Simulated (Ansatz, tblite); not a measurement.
# (ClSi)4CH26 adamantane (C6H12Cl4Si4): rung by rung

Aim: run the singlet of (ClSi)4CH26 adamantane (C6H12Cl4Si4) at one geometry on many levels, and compare frontier levels, spin and run time.

Method: as each input shows; program: Ansatz 0.2.0, Gaussian basis.

Plan: GFN1-xTB, GFN2-xTB, PBE-D4/def2-SVP, r2SCAN-D4/def2-SVP, HF/STO-3G, HF/6-31G, B3LYP-D4/6-31G, MP2/def2-SVP.

6 further runs of the same task are left out: 4 that didn't finish, 2 set aside as unsound or not needed. Runs told in other sessions of the task aren't counted.

### 1 The relaxed structure

The geometry is that of the singlet, from an earlier relaxation (PBE-D4/def2-SVP).

26 atoms, charge 0, spin multiplicity 1.

Bond lengths: Si1–Cl2 2.097 Å, Si1–C3 1.888 Å, Si1–C9 1.888 Å, Si1–C13 1.888 Å, C3–Si4 1.888 Å, C3–H15 1.111 Å, C3–H16 1.111 Å, Si4–Cl5 2.097 Å, Si4–C6 1.888 Å, Si4–C14 1.888 Å, C6–Si7 1.888 Å, C6–H17 1.111 Å, C6–H18 1.111 Å, Si7–Cl8 2.097 Å, Si7–C9 1.888 Å, Si7–C10 1.888 Å, C9–H19 1.111 Å, C9–H20 1.111 Å and more. Angles: Cl2–Si1–C3 109.9°, Cl2–Si1–C9 109.9°, Cl2–Si1–C13 109.9°, C3–Si1–C9 109.1°, C3–Si1–C13 109.1°, C9–Si1–C13 109.1°, Si1–C3–Si4 110.3°, Si1–C3–H15 109.8°, Si1–C3–H16 109.8°, Si4–C3–H15 109.8°, Si4–C3–H16 109.8°, H15–C3–H16 107.3°, C3–Si4–Cl5 109.9°, C3–Si4–C6 109.1°, C3–Si4–C14 109.1°, Cl5–Si4–C6 109.9°, Cl5–Si4–C14 109.9°, C6–Si4–C14 109.1° and more.

PBE0-D4/def2-SVP was run before; its log isn't repeated, and its numbers join the tables.

### 2 GFN1-xTB

Tight binding, by tblite at 300 K electronic temperature and without a spin-polarisation term:

```python
tblite.interface.Calculator('GFN1-xTB', numbers, positions, charge=0, uhf=0).singlepoint()
```

Energy -1193.8651 eV, HOMO -11.25 eV, LUMO -5.28 eV; 0.058 s.

### 3 GFN2-xTB

Tight binding, by tblite at 300 K electronic temperature and without a spin-polarisation term:

```python
tblite.interface.Calculator('GFN2-xTB', numbers, positions, charge=0, uhf=0).singlepoint()
```

Energy -1203.8477 eV, HOMO -11.25 eV, LUMO -5.45 eV; 0.058 s.

### 4 PBE-D4/def2-SVP

start.molden holds the orbitals of an earlier run on this state, given as this run's starting guess.

in.yaml reads:

```yaml
crystal:
  periodic: [false, false, false]
  atoms:
    - {symbol: Si, position_ang: [0.218645, -0.665019, 1.763433]}
    - {symbol: Cl, position_ang: [0.460221, -1.399882, 3.712630]}
    - {symbol: C, position_ang: [-0.546620, -1.996671, 0.665565]}
    - {symbol: Si, position_ang: [-0.769144, -1.346750, -1.092948]}
    - {symbol: Cl, position_ang: [-1.618932, -2.835424, -2.301033]}
    - {symbol: C, position_ang: [0.914875, -0.844273, -1.782817]}
    - {symbol: Si, position_ang: [1.691014, 0.495897, -0.703132]}
    - {symbol: Cl, position_ang: [3.560055, 1.044214, -1.480175]}
    - {symbol: C, position_ang: [1.895485, -0.168469, 1.052162]}
    - {symbol: C, position_ang: [0.546389, 1.996809, -0.665372]}
    - {symbol: Si, position_ang: [-1.140546, 1.515921, 0.032619]}
    - {symbol: Cl, position_ang: [-2.401438, 3.191221, 0.068431]}
    - {symbol: C, position_ang: [-0.914619, 0.844843, 1.782701]}
    - {symbol: C, position_ang: [-1.895513, 0.167769, -1.052221]}
    - {symbol: H, position_ang: [0.105240, -2.896298, 0.654969]}
    - {symbol: H, position_ang: [-1.529958, -2.306696, 1.079457]}
    - {symbol: H, position_ang: [0.799211, -0.470112, -2.822528]}
    - {symbol: H, position_ang: [1.584587, -1.729817, -1.823528]}
    - {symbol: H, position_ang: [2.576301, -1.046442, 1.045286]}
    - {symbol: H, position_ang: [2.363233, 0.606616, 1.696210]}
    - {symbol: H, position_ang: [0.426933, 2.404973, -1.691771]}
    - {symbol: H, position_ang: [0.997077, 2.798462, -0.041992]}
    - {symbol: H, position_ang: [-0.480775, 1.632767, 2.434883]}
    - {symbol: H, position_ang: [-1.902048, 0.569063, 2.210815]}
    - {symbol: H, position_ang: [-2.894738, -0.116596, -0.658442]}
    - {symbol: H, position_ang: [-2.044945, 0.553887, -2.083212]}
basis:
  gaussian: {orbitals: def2-SVP, initial_orbitals: start.molden}
hamiltonian: {xc: pbe, dispersion: d4}
scf: {omitted_lower_state_checks: [starts]}
output: {orbitals: {seedname: orbitals}}
```

Command:

```sh
$ ansatz run in.yaml --threads 4 --pin off --events-out ev --progress --plain --max-ram 6963MiB
```

After this run come: r2SCAN-D4/def2-SVP; HF/STO-3G; HF/6-31G; B3LYP-D4/6-31G; MP2/def2-SVP.

Q: Predict the results of all the runs planned. Wanted: gap in def2-SVP, named functionals, smallest and largest; correlation energy, MP2/def2-SVP; binding an atom, functionals in def2-SVP.

**Answer**, as computed:

| quantity | value |
| --- | --- |
| gap in def2-SVP, named functionals, smallest and largest | 5.11 eV (PBE-D4), 7.23 eV (PBE0-D4) |
| correlation energy, MP2/def2-SVP | -47.02 eV |
| binding an atom, functionals in def2-SVP | 4.23 (r2SCAN-D4) to 4.29 eV (PBE-D4) |

What this shows: Over the named functionals in def2-SVP the gap runs from 5.11 eV (PBE-D4) to 7.23 eV (PBE0-D4); exact exchange widens it.
